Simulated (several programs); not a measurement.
SnSe2 (CdI2 type), relaxed with r2SCAN+rVV10 in Ansatz, was computed with several methods. The symmetry is P-3m1 (No. 164, trigonal); conventional cell a = 3.825 Å, c = 6.227 Å, 26.30 Å³ an atom. Sn has 6 Se at 2.71 Å; Se has 3 Sn at 2.71 Å. (Simulation; spin polarisation is off.)

```yaml
crystal:
  lattice:
    - [3.82515, 0.00000, 0.00000]
    - [-1.91257, 3.31268, 0.00000]
    - [0.00000, 0.00000, 6.22708]
  atoms:
    - { symbol: Sn, position: [0.00000, 0.00000, 0.00000] }
    - { symbol: Se, position: [0.33333, 0.66667, 0.25308] }
    - { symbol: Se, position: [0.66667, 0.33333, 0.74692] }
```

Gaps and times are for a single point on this cell; volume and bulk modulus come from each method's own relaxation or energy curve at fixed shape, which is too stiff where a cell has free coordinates or axes. Times are rough, from shared hosts (Arm Neoverse V1; Intel Xeon 6975P-C; NVIDIA H100 80GB HBM3), and each method has its own mesh and cell size. A dagger marks a closed or tiny gap in a crystal that DFT finds insulating: a failure of the method or a wrong SCF state. A double dagger marks a value from a curve with shape and coordinates held. PM6 (MOPAC), PM7 (MOPAC), GFN1-xTB (tblite), GFN2-xTB (tblite) treat a cluster of cells at its zone centre, which samples few k points: where these miss a band edge, the gap comes out too large for that reason alone. Gaps from k meshes are read at a limited set of points (mesh, symmetry points, PBE's band edges), so each method's own least gap may be somewhat smaller. xTB and the PM methods were fitted mostly to molecules, and can miss a solid's gap by electronvolts. Minimal bases can be far off for gaps. Times of the plane-wave ladder aren't listed, since it ran on unlike processors and cards. Curves at held shape can't give the bulk modulus of a layered or molecular crystal, so none is listed. GLLB-SC's gap includes the derivative discontinuity. G0W0 is at finite bands, cutoff and mesh. d marks a direct gap, i an indirect one (no mark: not told apart), a dash a value that wasn't computed or didn't pass its checks.

```json
{"method": "PBE-D3(BJ)", "kind": "semilocal", "gap (eV)": "–", "own volume (Å³/atom)": "25.54", "bulk modulus (GPa)": "–", "atoms computed": "3", "processor time": "–"}
{"method": "r2SCAN+rVV10", "kind": "semilocal", "gap (eV)": "–", "own volume (Å³/atom)": "26.30", "bulk modulus (GPa)": "–", "atoms computed": "3", "processor time": "–"}
{"method": "PBE-D4", "kind": "semilocal", "gap (eV)": "–", "own volume (Å³/atom)": "25.50", "bulk modulus (GPa)": "–", "atoms computed": "3", "processor time": "–"}
{"method": "light PBE (260 eV and a coarse mesh)", "kind": "light plane-wave", "gap (eV)": "0.62 i", "own volume (Å³/atom)": "–", "bulk modulus (GPa)": "–", "atoms computed": "3", "processor time": "0.83 s"}
{"method": "PM7 (MOPAC)", "kind": "semi-empirical", "gap (eV)": "4.24", "own volume (Å³/atom)": "24.81‡", "bulk modulus (GPa)": "–", "atoms computed": "cluster", "processor time": "1.4 s"}
{"method": "PM6 (MOPAC)", "kind": "semi-empirical", "gap (eV)": "4.05", "own volume (Å³/atom)": "–", "bulk modulus (GPa)": "–", "atoms computed": "cluster", "processor time": "1.5 s"}
{"method": "GFN1-xTB (tblite)", "kind": "tight binding", "gap (eV)": "1.22", "own volume (Å³/atom)": "24.08‡", "bulk modulus (GPa)": "–", "atoms computed": "cluster", "processor time": "2.4 s"}
{"method": "PBE", "kind": "semilocal", "gap (eV)": "0.63 i", "own volume (Å³/atom)": "–", "bulk modulus (GPa)": "–", "atoms computed": "3", "processor time": "–"}
{"method": "PBE/SZV (CP2K)", "kind": "small basis", "gap (eV)": "0.99 i", "own volume (Å³/atom)": "–", "bulk modulus (GPa)": "–", "atoms computed": "3", "processor time": "6.4 s"}
{"method": "PBE/single zeta (GPAW)", "kind": "small basis", "gap (eV)": "0.72 i", "own volume (Å³/atom)": "–", "bulk modulus (GPa)": "–", "atoms computed": "3", "processor time": "7.4 s"}
{"method": "r2SCAN", "kind": "semilocal", "gap (eV)": "0.92 i", "own volume (Å³/atom)": "–", "bulk modulus (GPa)": "–", "atoms computed": "3", "processor time": "–"}
{"method": "LDA", "kind": "semilocal", "gap (eV)": "0.48 i", "own volume (Å³/atom)": "–", "bulk modulus (GPa)": "–", "atoms computed": "3", "processor time": "–"}
{"method": "PBE/DZVP (CP2K)", "kind": "small basis", "gap (eV)": "0.58 i", "own volume (Å³/atom)": "28.05‡", "bulk modulus (GPa)": "–", "atoms computed": "3", "processor time": "14 s"}
{"method": "GLLB-SC (GPAW)", "kind": "model potential", "gap (eV)": "1.34", "own volume (Å³/atom)": "–", "bulk modulus (GPa)": "–", "atoms computed": "3", "processor time": "15 s"}
{"method": "GFN2-xTB (tblite)", "kind": "tight binding", "gap (eV)": "0.18†", "own volume (Å³/atom)": "–", "bulk modulus (GPa)": "–", "atoms computed": "cluster", "processor time": "16 s"}
{"method": "G0W0@r2SCAN (180 eV screening cutoff)", "kind": "many-body", "gap (eV)": "1.32", "own volume (Å³/atom)": "–", "bulk modulus (GPa)": "–", "atoms computed": "3", "processor time": "–"}
{"method": "G0W0@HSE06 (180 eV screening cutoff)", "kind": "many-body", "gap (eV)": "1.51", "own volume (Å³/atom)": "–", "bulk modulus (GPa)": "–", "atoms computed": "3", "processor time": "–"}
{"method": "G0W0@PBE0 (180 eV screening cutoff)", "kind": "many-body", "gap (eV)": "1.68", "own volume (Å³/atom)": "–", "bulk modulus (GPa)": "–", "atoms computed": "3", "processor time": "–"}
{"method": "PBE+SOC", "kind": "semilocal", "gap (eV)": "0.60 i", "own volume (Å³/atom)": "–", "bulk modulus (GPa)": "–", "atoms computed": "3", "processor time": "–"}
{"method": "G0W0@PBE (260 eV screening cutoff)", "kind": "many-body", "gap (eV)": "1.13", "own volume (Å³/atom)": "–", "bulk modulus (GPa)": "–", "atoms computed": "3", "processor time": "–"}
{"method": "HSE06", "kind": "hybrid", "gap (eV)": "1.30 i", "own volume (Å³/atom)": "–", "bulk modulus (GPa)": "–", "atoms computed": "3", "processor time": "–"}
{"method": "PBE0", "kind": "hybrid", "gap (eV)": "1.95 i", "own volume (Å³/atom)": "–", "bulk modulus (GPa)": "–", "atoms computed": "3", "processor time": "–"}
{"method": "Hartree-Fock", "kind": "exact exchange", "gap (eV)": "6.57 i", "own volume (Å³/atom)": "–", "bulk modulus (GPa)": "–", "atoms computed": "3", "processor time": "–"}
{"method": "r2SCANh", "kind": "hybrid", "gap (eV)": "1.39 i", "own volume (Å³/atom)": "–", "bulk modulus (GPa)": "–", "atoms computed": "3", "processor time": "–"}
{"method": "DDH-PBE0", "kind": "hybrid", "gap (eV)": "1.10 i", "own volume (Å³/atom)": "–", "bulk modulus (GPa)": "–", "atoms computed": "3", "processor time": "–"}
{"method": "HSE06+SOC", "kind": "hybrid", "gap (eV)": "1.24 i", "own volume (Å³/atom)": "–", "bulk modulus (GPa)": "–", "atoms computed": "3", "processor time": "–"}
```

**Question.** How far from the measured values lie the methods that can be set against them?

**Answer.**
- Volume, measured 25.92 Å³ an atom: PBE-D3(BJ) -1.4 %, r2SCAN+rVV10 +1.5 %, PBE-D4 -1.6 %.
The calculations are for a static lattice; samples hold vibrations, temperature and, in optical gaps, excitons. A measured value is shown where most reports agree with it, and only for the quantities listed. Sources: 25.92 Å³ an atom (from the lattice constants; a; “Temperature Dependent Excitonic Transition Energy and Enhanced Electron-Phonon Coupling in Layered Ternary SnS2-xSex Semiconductors with Fully Tunable Stoichiometry”; a from HRTEM images, limited precision; measurement temperature not stated; 2021; pmc:8069899).

Only the rows marked +SOC include spin-orbit coupling.
